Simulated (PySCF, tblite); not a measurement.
**C6H11FGeO2: geometry, infrared bands and NMR shifts**

Wanted: the infrared bands and NMR shifts of C6H11FGeO2 (`O=C[CH2][Ge@@H]1[CH2]OCC[C@H]1F`), by calculation.

Programs: tblite 0.8.0 and PySCF 2.14.0, with density-fitted response routines of our own. Each step states its level of theory. These are calculated values for one molecule in the gas phase, unless marked as measured. Atoms are numbered from 0 throughout.

### Step 1. The molecule as given

21 atoms, charge 0, multiplicity 1; geometry from: force field or distance geometry start.

Bonds of the start (Å): O0–C1 1.22, C1–C2 1.45, C2–Ge3 1.99, Ge3–C4 1.94, C4–O5 1.41, O5–C6 1.39, C6–C7 1.51, C7–C8 1.51, C8–F9 1.38, C8–Ge3 1.97, C1–H10 1.07, C2–H11 1.12, C2–H12 1.12, Ge3–H13 1.54, C4–H14 1.10, C4–H15 1.11, C6–H16 1.10, C6–H17 1.12, C7–H18 1.11, C7–H19 1.11, C8–H20 1.09.

### Step 2. Relaxing the molecule with GFN2-xTB

Job settings and geometry (Å):

```
{"job": {"kind": "relax", "xc": "GFN2-xTB", "basis": "xTB"}, "charge": 0, "multiplicity": 1}
O      3.375100     1.117700     0.176800
C      3.100200    -0.043200     0.433700
C      2.131200    -0.832800    -0.310600
Ge     0.424800     0.152100    -0.584000
C      0.066900     1.143400     1.042600
O     -1.321700     1.303700     1.232400
C     -2.059900     0.890800     0.130200
C     -2.176300    -0.612700     0.068400
C     -1.057900    -1.123700    -0.806500
F     -1.424100    -1.059100    -2.136000
H      3.621300    -0.481400     1.263400
H      1.936000    -1.825100     0.175700
H      2.510500    -1.034300    -1.341500
H      0.549100     1.107600    -1.786200
H      0.485700     0.629600     1.922800
H      0.532300     2.147900     1.003600
H     -1.581600     1.260200    -0.791100
H     -3.076900     1.351400     0.180800
H     -2.120000    -1.054200     1.080200
H     -3.158300    -0.874800    -0.380600
H     -0.765200    -2.146200    -0.574600
```

The run is started by

```console
$ OMP_NUM_THREADS=1 python probes_run.py task.json out
```

The driver reads the jobs from task.json and runs them one after another.

**Question.** This job is followed by: GFN2-xTB harmonic vibrations, gas phase; GIAO PBE0/pcSseg-1 NMR shielding, non-relativistic, gas phase. What will the session give for the following? strongest single infrared mode (GFN2-xTB); zero-point energy (GFN2-xTB); 13C shifts against TMS (PBE0/pcSseg-1); 1H shifts against TMS (PBE0/pcSseg-1); 17O shifts against H2O (PBE0/pcSseg-1); 73Ge shifts against GeMe4 (PBE0/pcSseg-1); 19F shifts against CFCl3 (PBE0/pcSseg-1).

As calculated:

```
                                 quantity                                                                  value
strongest single infrared mode (GFN2-xTB)                                                  1942 cm⁻¹, 379 km/mol
             zero-point energy (GFN2-xTB)                                                          98.4 kcal/mol
   13C shifts against TMS (PBE0/pcSseg-1)                                209.4, 91.9, 68.8, 68.5, 39.2, 35.4 ppm
    1H shifts against TMS (PBE0/pcSseg-1)  10.30, 5.25, 4.51, 4.38, 4.30, 3.90, 3.73, 2.54, 2.32, 2.11, 1.72 ppm
   17O shifts against H2O (PBE0/pcSseg-1)                                                        704.8, 27.8 ppm
73Ge shifts against GeMe4 (PBE0/pcSseg-1)                                                               -142 ppm
 19F shifts against CFCl3 (PBE0/pcSseg-1)                                                             -245.1 ppm
```

In words: Over 175 steps the energy fell by 0.733 eV; of the close pairs, Ge3–C4 changed most, 1.938 to 2.003 Å. All 57 modes are real, so the xTB geometry is a minimum. The strongest single mode, at 1942 cm⁻¹, moves mainly H13. GFN2-xTB is a fitted tight-binding method: band positions and strengths are rough. Its intensities can rank the bands wrongly. The most deshielded carbon is C1 (aldehyde carbonyl carbon), at 209.4 ppm: the double bond to the heteroatom, with no lone-pair donor beside it, deshields it most. H10 (hydrogen on an aldehyde carbonyl carbon) lies farthest downfield among hydrogen, at 10.30 ppm; the formyl region, downfield of aromatic protons. At PBE0/pcSseg-1: The widest tensor belongs to O0: span 1289 ppm, with a paramagnetic part of -774 ppm. Spin-orbit coupling is left out, which matters for shieldings and couplings at and beside the heavy atoms.
